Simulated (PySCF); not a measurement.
# CH3F3Si (H3SiCF3): the cost of one run

Computed with PySCF 2.14.0, with density-fitted response routines of our own, on a single molecule in the gas phase. Atoms are numbered from 0 throughout.

## 1. The starting structure

8 atoms, charge 0, multiplicity 1; geometry from: GFN2-xTB. The atoms were then displaced at random by about 0.03 Å, so the start is not that level's minimum.

Bonds of the start (Å): F0–C1 1.38, C1–F2 1.33, C1–F3 1.37, C1–Si4 1.94, Si4–H5 1.47, Si4–H6 1.42, Si4–H7 1.46.

## 2. Relaxing the molecule at PBE0-D3(BJ)/def2-SVP

Job settings and geometry (Å):

```
{"job": {"xc": "PBE0", "basis": "def2-SVP", "d3": "d3bj", "grid": 1, "shake": 0.03, "kind": "geom"}, "charge": 0, "multiplicity": 1}
F      1.594690    -0.389590    -1.072470
C      0.894790    -0.063510     0.076170
F      1.395950     1.085720     0.521860
F      1.397500    -1.012150     0.926750
Si    -1.033030     0.041270    -0.137510
H     -1.255600     1.292490    -0.886180
H     -1.362480    -1.167720    -0.809530
H     -1.475470     0.146650     1.248080
```

On the command line:

```
> OMP_NUM_THREADS=1 python probes_run.py task.json out
```

The driver reads the jobs from task.json and runs them one after another.

**Question.** How long does this first job take on 1 thread of Arm Neoverse V1, shared host, and how much memory does it need?

About 31 s, with a peak of 0.35 GiB.
